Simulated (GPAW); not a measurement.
# NbSi (Fm-3m) in GPAW: convergence with smearing function

Aim: find how far smearing function must go before the results for NbSi settle, at PBEsol. This setting moves, with any that are tied to it; all else stays.

Program: GPAW 26.7.0. These are calculated values, not measurements. Logs are shortened: lines on timing, memory, paths and dates and some standing lists are left out, and cuts for length are marked. The log counts tension as positive stress, the text compression.

**1. The crystal as given**

Symmetry: Fm-3m, No. 225, cubic system. The conventional cell has a = 5.148 Å, b = 5.148 Å, c = 5.148 Å, α = 90.00°, β = 90.00°, γ = 90.00°. Around Nb (site symmetry m-3m) lie 6 Si at 2.57 Å. Si (site symmetry m-3m) is surrounded by 6 Nb at 2.57 Å.

The cell was built by a generator and needn't be a form met in nature.

**2. With smearing function fermi-dirac**

The input, run.py:

```python
from ase.dft.bandgap import bandgap
from ase.io import read, write
from ase.units import GPa
from gpaw import GPAW, PW, setup_paths

setup_paths.insert(0, '.')

atoms = read('NbSi.xyz')

calc = GPAW(mode=PW(600),
            xc='PBEsol',
            kpts={'size': (9, 9, 9), 'gamma': True},
            occupations={'name': 'fermi-dirac', 'width': 0.1},
            nbands=19,
            convergence={'density': 1e-05, 'energy': 1e-05},
            maxiter=100,
            txt='gpaw.txt')
atoms.calc = calc
energy = atoms.get_potential_energy()
forces = atoms.get_forces()
stress = atoms.get_stress()
calc.write('gs.gpw')
write('result.traj', atoms)
print(f'Energy: {energy:.6f} eV')
print('Forces (eV/A):')
print(forces.round(4))
print('Stress (GPa):', (stress / GPa).round(3))
print('Fermi level:', round(calc.get_fermi_level(), 4), 'eV')
print(f'Gap: {bandgap(calc)[0]:.4f} eV, direct: {bandgap(calc, direct=True)[0]:.4f} eV')
```

The input, NbSi.xyz:

```xyz
2
Lattice="0.0000000000 2.5738300000 2.5738300000 2.5738300000 0.0000000000 2.5738300000 2.5738300000 2.5738300000 0.0000000000" Properties=species:S:1:pos:R:3 pbc="T T T"
Nb     0.0000000000      0.0000000000      0.0000000000
Si     2.5738300000      2.5738300000      2.5738300000
```

Potentials or basis: PAW data sets generated in the run's folder for this functional, pw.

On the command line:

```
> gpaw-setup -f PBEsol Nb Si
> OMP_NUM_THREADS=1 python run.py
```

gpaw.txt:

```text
__  _  _
 | _ |_)|_||  |
 |__||  | ||/\| - 26.7.0

Input parameters:
  mode=PW(ecut=600.0),
  convergence={'density': 1e-05, 'energy': 1e-05},
  kpts=MonkhorstPack(size=(9, 9, 9), gamma=True),
  maxiter=100,
  nbands=19,
  occupations=Occupations(name='fermi-dirac', width=0.1),
  xc=XC(name='PBEsol')

Diagonalizing LCAO Hamiltonian
Converting LCAO to pw mode

               Si

       Nb

Atoms  # Å, Bohr magnetons
|   | symbol |        x |        y |        z |    initial magnetic moments |
|---|--------|----------|----------|----------|-----------------------------|
| 0 |     Nb | 0.000000 | 0.000000 | 0.000000 | ( 0.0000,  0.0000,  0.0000) |
| 1 |     Si | 2.573830 | 2.573830 | 2.573830 | ( 0.0000,  0.0000,  0.0000) |

Unit cell  # Å
| periodic |        x |        y |        z |  lengths |    angles |
|----------|----------|----------|----------|----------|-----------|
|      yes | 0.000000 | 2.573830 | 2.573830 | 3.639945 | 60.000000 |
|      yes | 2.573830 | 0.000000 | 2.573830 | 3.639945 | 60.000000 |
|      yes | 2.573830 | 2.573830 | 0.000000 | 3.639945 | 60.000000 |

Number of symmetries: 48
Symmetry operations  # r_c * U_cc + t_c -> r_c
|    | kind |            matrix            |
|----|------|------------------------------|
|  0 |  σ   |  1, 0, 0,  1, 0,-1,  1,-1, 0 |
|  1 |  C2  |  1, 0, 0,  1,-1, 0,  1, 0,-1 |
|  2 |  E   |  1, 0, 0,  0, 1, 0,  0, 0, 1 |
|  3 |  σ   |  1, 0, 0,  0, 0, 1,  0, 1, 0 |
|  4 |  C4  |  1, 0,-1,  1, 0, 0,  1,-1, 0 |
|  5 |  S6  |  1, 0,-1,  1,-1, 0,  1, 0, 0 |
|  6 |  σ   |  1, 0,-1,  0, 1,-1,  0, 0,-1 |
|  7 |  C3  |  1, 0,-1,  0, 0,-1,  0, 1,-1 |
|  8 |  S6  |  1,-1, 0,  1, 0, 0,  1, 0,-1 |
|  9 |  C4  |  1,-1, 0,  1, 0,-1,  1, 0, 0 |
| 10 |  C3  |  1,-1, 0,  0,-1, 1,  0,-1, 0 |
| 11 |  σ   |  1,-1, 0,  0,-1, 0,  0,-1, 1 |
| 12 |  σ   |  0, 1, 0,  1, 0, 0,  0, 0, 1 |
| 13 |  C4  |  0, 1, 0,  0, 1,-1, -1, 1, 0 |
| 14 |  C3  |  0, 1, 0,  0, 0, 1,  1, 0, 0 |
| 15 |  S6  |  0, 1, 0, -1, 1, 0,  0, 1,-1 |
| 16 |  C2  |  0, 1,-1,  1, 0,-1,  0, 0,-1 |
| 17 |  σ   |  0, 1,-1,  0, 1, 0, -1, 1, 0 |
| 18 |  S4  |  0, 1,-1,  0, 0,-1,  1, 0,-1 |
| 19 |  C4  |  0, 1,-1, -1, 1, 0,  0, 1, 0 |
| 20 |  C3  |  0, 0, 1,  1, 0, 0,  0, 1, 0 |
| 21 |  σ   |  0, 0, 1,  0, 1, 0,  1, 0, 0 |
| 22 |  S6  |  0, 0, 1,  0,-1, 1, -1, 0, 1 |
| 23 |  C4  |  0, 0, 1, -1, 0, 1,  0,-1, 1 |
| 24 |  S4  |  0, 0,-1,  1, 0,-1,  0, 1,-1 |
| 25 |  C3  |  0, 0,-1,  0, 1,-1,  1, 0,-1 |
| 26 |  C2  |  0, 0,-1,  0,-1, 0, -1, 0, 0 |
| 27 |  S6  |  0, 0,-1, -1, 0, 0,  0,-1, 0 |
| 28 |  S4  |  0,-1, 1,  1,-1, 0,  0,-1, 0 |
| 29 |  C4  |  0,-1, 1,  0, 0, 1, -1, 0, 1 |
| 30 |  C2  |  0,-1, 1,  0,-1, 0,  1,-1, 0 |
| 31 |  σ   |  0,-1, 1, -1, 0, 1,  0, 0, 1 |
| 32 |  C3  |  0,-1, 0,  1,-1, 0,  0,-1, 1 |
| 33 |  S6  |  0,-1, 0,  0, 0,-1, -1, 0, 0 |
| 34 |  S4  |  0,-1, 0,  0,-1, 1,  1,-1, 0 |
| 35 |  C2  |  0,-1, 0, -1, 0, 0,  0, 0,-1 |
| 36 |  C2  | -1, 1, 0,  0, 1, 0,  0, 1,-1 |
| 37 |  S6  | -1, 1, 0,  0, 1,-1,  0, 1, 0 |
| 38 |  S4  | -1, 1, 0, -1, 0, 1, -1, 0, 0 |
| 39 |  C3  | -1, 1, 0, -1, 0, 0, -1, 0, 1 |
| 40 |  S6  | -1, 0, 1,  0, 0, 1,  0,-1, 1 |
| 41 |  C2  | -1, 0, 1,  0,-1, 1,  0, 0, 1 |
| 42 |  C3  | -1, 0, 1, -1, 1, 0, -1, 0, 0 |
| 43 |  S4  | -1, 0, 1, -1, 0, 0, -1, 1, 0 |
| 44 |  C2  | -1, 0, 0,  0, 0,-1,  0,-1, 0 |
| 45 |  i   | -1, 0, 0,  0,-1, 0,  0, 0,-1 |
| 46 |  σ   | -1, 0, 0, -1, 1, 0, -1, 0, 1 |
| 47 |  C2  | -1, 0, 0, -1, 0, 1, -1, 1, 0 |

BZ-sampling:
  Number of BZ points: 729
  Number of IBZ points: 35

  Monkhorst-Pack size: [9, 9, 9]
  Monkhorst-Pack shift: [0, 0, 0]

K-points  # in reciprocal-cell coordinates
|     |                                coordinates |     weight |
|-----|--------------------------------------------|------------|
|   0 | (  0.00000000,   0.00000000,   0.00000000) | 0.00137174 |
|   1 | (  0.11111111,   0.11111111,   0.00000000) | 0.00823045 |
|   2 | (  0.11111111,   0.11111111,   0.11111111) | 0.01097394 |
|   3 | (  0.22222222,   0.11111111,   0.11111111) | 0.01646091 |
|   4 | (  0.22222222,   0.22222222,   0.00000000) | 0.00823045 |
|   5 | (  0.22222222,   0.22222222,   0.11111111) | 0.03292181 |
|   6 | (  0.22222222,   0.22222222,   0.22222222) | 0.01097394 |
|   7 | (  0.33333333,   0.22222222,   0.11111111) | 0.03292181 |
|   8 | (  0.33333333,   0.22222222,   0.22222222) | 0.03292181 |
|   9 | (  0.33333333,   0.33333333,  -0.33333333) | 0.01646091 |
| ... |                                            |            |
|  34 | (  0.44444444,   0.44444444,   0.44444444) | 0.01097394 |

Plane wave coefficients: 1153
Cutoff: 600.0 eV

Spin-components: 1 (collinear spins)
Bands:           19
Projectors:      11
Spin-degeneracy: 2
Datatype:        complex128

Parallelization:
  kpt:    1
  domain: 1
  band:   1

Density:
  Valence electrons: 17.0
  Components: 1
  Grid points: [21 21 21]
  Charge: 0.0  # |e|

Potential:
  Grid points: [21 21 21]

species:
  Nb:
    name:    Niobium
    Z:       41.0
    valence: 13
    core:    28
    charge:  0.0  # [|e|]
    compensation charges:
      type: gauss
      rc: 0.40  # [Å]
      lmax: 2
    cutoffs:
      filter: 2.35  # [Å]
      core: 1.51  # [Å]
    projectors
    | kind |    occ | energy [eV] | rcut [Å] |
    |------|--------|-------------|----------|
    |   4s |  2.000 |     -58.318 |    1.323 |
    |   5s |  1.000 |      -4.011 |    1.323 |
    |   4p |  6.000 |     -34.497 |    1.323 |
    |   5p |  0.000 |      -1.086 |    1.323 |
    |   4d |  4.000 |      -3.056 |    1.244 |
    |    d |        |      24.155 |    1.244 |

    Using partial waves for Nb as LCAO basis

  Si:
    name:    Silicon
    Z:       14.0
    valence: 4
    core:    10
    charge:  0.0  # [|e|]
    compensation charges:
      type: gauss
      rc: 0.33  # [Å]
      lmax: 2
    cutoffs:
      filter: 1.86  # [Å]
      core: 2.06  # [Å]
    projectors
    | kind |    occ | energy [eV] | rcut [Å] |
    |------|--------|-------------|----------|
    |   3s |  2.000 |     -10.768 |    1.058 |
    |   3p |  2.000 |      -4.057 |    1.058 |
    |    s |        |      16.444 |    1.058 |
    |    p |        |      23.155 |    1.058 |
    |    d |        |       0.000 |    1.058 |

    Using partial waves for Si as LCAO basis

Reference energy: -111720.308708  # eV

eigensolver:
  PPCG
  Converge bands: occupied
  niter=2

density mixing:
  MSR1-Mixer
  Pratt-step length: 0.05
  Maximum mixing coefficient: 0.75
  Old densities: 10
  SVD Regularization: 0.005
  Good broyden scale: 1.0
  Trust region scale: 1.0
  Backstep threshold: 4.0
  History deletion threshold: 6.0
  Fourier metric: weight=20.0, sigma=0.015

occupation numbers:
  Fermi-Dirac:
    width: 0.1000  # eV

poisson solver:
  ecut: 4800.0  # eV

xc functional:
  name: PBEsol with 2 nearest neighbor stencil

convergence criteria:
- Maximum integral of absolute [dens]ity change: 1e-05 electrons / valence electron
- Maximum [total energy] change in last 3 cyles: 1e-05 eV / valence electron
- Maximum integral of absolute [eigenst]ate change: 4e-08 eV^2 / valence electron
maximum number of iterations: 100

SCF iterations
|iter     | |      energy | eigst |  dens |
|---------|-|-------------|-------|-------|
|iter:   1| |  -18.774868 | +0.21 |       |
|iter:   2| |  -18.376198 | -2.24 | -0.88 |
|iter:   3| |  -17.343954 | -1.14 | -0.94 |
|iter:   4| |  -17.338327 | -3.12 | -1.65 |
|iter:   5| |  -17.340028 | -3.46 | -1.92 |
|iter:   6| |  -17.339949 | -4.94 | -2.84 |
|iter:   7| |  -17.339945c| -6.74 | -3.60 |
|iter:   8| |  -17.339948c| -8.22c| -4.40 |
|iter:   9| |  -17.339947c| -7.74c| -4.88 |
|iter:  10| |  -17.339947c| -8.90c| -5.70c|

Converged in 10 steps
Energy contributions relative to reference atoms: (reference = -111720.308708)

Energy contributions:
  Kinetic:           4.660111
  Coulomb:          -8.027790
  Zero:             -0.077891
  External:          0.000000
  Xc:              -13.875347
  Entropy:          -0.038061
  Spinorbit:         0.000000
  ----------------------------
  Free energy:     -17.358978
  Extrapolated:    -17.339947

dipole moment: (-18.843204, -18.843204, -18.843204)  # |e|*Ang

Fermi level: 9.910
Eigenvalues  # (at kpt = [0.000, 0.000, 0.000])
| band index |      eig [eV] | occ [0-2] |
|------------|---------------|-----------|
|          0 |       -45.285 |     2.000 |
|        ... |               |           |
|          2 |       -21.366 |     2.000 |
|          3 |       -21.366 |     2.000 |
|          4 |        -0.748 |     2.000 |
|          5 |         8.645 |     2.000 |
|          6 |         8.645 |     2.000 |
|          7 |         8.645 |     2.000 |
[... 9 lines left out ...]
|         17 |        23.234 |     0.000 |
|         18 |        26.951 |     0.000 |

No gap
No difference between direct/indirect transitions

Forces  # eV/Ang
|       x |        y |       z |
|---------|----------|---------|
| 0.00000 | -0.00000 | 0.00000 |  # Nb   0
| 0.00000 | -0.00000 | 0.00000 |  # Si   1

Stress tensor  # eV/Ang^3
|        x |        y |        z |
|----------|----------|----------|
| 0.026992 | 0.000000 | 0.000000 |
| 0.000000 | 0.026992 | 0.000000 |
| 0.000000 | 0.000000 | 0.026992 |

# Writing to gs.gpw (mode='')
```

stdout:

```text
Energy: -17.339947 eV
Forces (eV/A):
[[ 0. -0.  0.]
 [ 0. -0.  0.]]
Stress (GPa): [4.325 4.325 4.325 0.    0.    0.   ]
Fermi level: 9.9102 eV
Gap: 0.0000 eV, direct: 0.0000 eV
```

Wall time 22 s (1 thread of Arm Neoverse V1, shared host); peak memory 0.15 GiB.

What came out:

```yaml
Free_energy: -17.3590 eV
Pressure: -4.3 GPa
Band_gap_on_the_k_mesh: none (metal or under the smearing width)
```

**3. With smearing function gaussian**

run.py: that of step 2 with these lines changed.

```diff
@@ -12,3 +12,3 @@
             kpts={'size': (9, 9, 9), 'gamma': True},
-            occupations={'name': 'fermi-dirac', 'width': 0.1},
+            occupations={'name': 'methfessel-paxton', 'order': 0, 'width': 0.1},
             nbands=19,
```

NbSi.xyz is that of step 2.

Potentials or basis: PAW data sets generated in the run's folder for this functional, pw.

On the command line:

```
> gpaw-setup -f PBEsol Nb Si
> OMP_NUM_THREADS=1 python run.py
```

Wall time 22 s (1 thread of Arm Neoverse V1, shared host); peak memory 0.15 GiB.

Results (log left out):

```yaml
Free_energy: -17.3426 eV
Pressure: -4.3 GPa
Band_gap_on_the_k_mesh: none (metal or under the smearing width)
```

**4. With smearing function marzari-vanderbilt**

run.py: that of step 3 with these lines changed.

```diff
@@ -12,3 +12,3 @@
             kpts={'size': (9, 9, 9), 'gamma': True},
-            occupations={'name': 'methfessel-paxton', 'order': 0, 'width': 0.1},
+            occupations={'name': 'marzari-vanderbilt', 'width': 0.1},
             nbands=19,
```

NbSi.xyz is that of step 3.

On the command line:

```
> gpaw-setup -f PBEsol Nb Si
> OMP_NUM_THREADS=1 python run.py
```

It took 22 s on 1 thread of Arm Neoverse V1, shared host; peak memory 0.15 GiB.

It converged, with:

```yaml
Free_energy: -17.3386 eV
Pressure: -4.3 GPa
Band_gap_on_the_k_mesh: none (metal or under the smearing width)
```

**5. With smearing function methfessel-paxton**

run.py: that of step 4 with these lines changed.

```diff
@@ -12,3 +12,3 @@
             kpts={'size': (9, 9, 9), 'gamma': True},
-            occupations={'name': 'marzari-vanderbilt', 'width': 0.1},
+            occupations={'name': 'methfessel-paxton', 'width': 0.1, 'order': 1},
             nbands=19,
```

NbSi.xyz is that of step 4.

On the command line:

```
> gpaw-setup -f PBEsol Nb Si
> OMP_NUM_THREADS=1 python run.py
```

Wall time 22 s (1 thread of Arm Neoverse V1, shared host); peak memory 0.15 GiB.

Results (log left out):

| Item | Value |
| --- | --- |
| Free energy | -17.3389 eV |
| Pressure | -4.3 GPa |
| Band gap on the k mesh | none (metal or under the smearing width) |

**6. With smearing function tetrahedron-method**

run.py: that of step 5 with these lines changed.

```diff
@@ -12,3 +12,3 @@
             kpts={'size': (9, 9, 9), 'gamma': True},
-            occupations={'name': 'methfessel-paxton', 'width': 0.1, 'order': 1},
+            occupations={'name': 'tetrahedron-method'},
             nbands=19,
```

NbSi.xyz is that of step 5.

Potentials or basis: PAW data sets generated in the run's folder for this functional, pw.

On the command line:

```
> gpaw-setup -f PBEsol Nb Si
> OMP_NUM_THREADS=1 python run.py
```

Wall time 23 s (1 thread of Arm Neoverse V1, shared host); peak memory 0.15 GiB.

The run converged. Its results:

| Item | Value |
| --- | --- |
| Free energy | -17.2809 eV |
| Pressure | -4.1 GPa |
| Band gap on the k mesh | none (metal or under the smearing width) |

**7. With smearing function improved-tetrahedron-method**

run.py: that of step 6 with these lines changed.

```diff
@@ -12,3 +12,3 @@
             kpts={'size': (9, 9, 9), 'gamma': True},
-            occupations={'name': 'tetrahedron-method'},
+            occupations={'name': 'improved-tetrahedron-method'},
             nbands=19,
```

NbSi.xyz is that of step 6.

On the command line:

```
> gpaw-setup -f PBEsol Nb Si
> OMP_NUM_THREADS=1 python run.py
```

It took 23 s on 1 thread of Arm Neoverse V1, shared host; peak memory 0.15 GiB.

It converged, with:

```yaml
Free_energy: -17.3326 eV
Pressure: -4.4 GPa
Band_gap_on_the_k_mesh: none (metal or under the smearing width)
```

**8. With smearing function fixed**

run.py: that of step 7 with these lines changed.

```diff
@@ -12,3 +12,3 @@
             kpts={'size': (9, 9, 9), 'gamma': True},
-            occupations={'name': 'improved-tetrahedron-method'},
+            occupations={'width': 0.0},
             nbands=19,
```

NbSi.xyz is that of step 7.

On the command line:

```
> gpaw-setup -f PBEsol Nb Si
> OMP_NUM_THREADS=1 python run.py
```

Wall time 21 s (1 thread of Arm Neoverse V1, shared host); peak memory 0.15 GiB.

Results (log left out):

```
Free energy            : -17.3376 eV
Pressure               : -4.2 GPa
Band gap on the k mesh : none (metal or under the smearing width)
```

**9. The series at a glance**

```
          smearing function  energy less the tightest run, at zero smearing (meV/atom)  pressure (GPa)  SCF cycles  CPU time (s)  peak memory (GiB)
                fermi-dirac                                                      -1.17           -4.32          10            22               0.15
                   gaussian                                                      -0.71           -4.34          10            22               0.15
         marzari-vanderbilt                                                      -0.51           -4.29          10            22               0.15
          methfessel-paxton                                                      -0.40           -4.28          10            22               0.15
         tetrahedron-method                                                      28.35           -4.07          10            23               0.15
improved-tetrahedron-method                                                       2.50           -4.37          10            23               0.15
                      fixed                                                       0.00           -4.24           9            21               0.15
```

Not settled before the last step: the energy (to 1 meV/atom), the pressure (to 0.1 GPa). Narrower smearing needs a denser k mesh, so at a fixed mesh the narrowest width isn't the most accurate. The tightest run that finished is the yardstick and may itself not be fully converged.
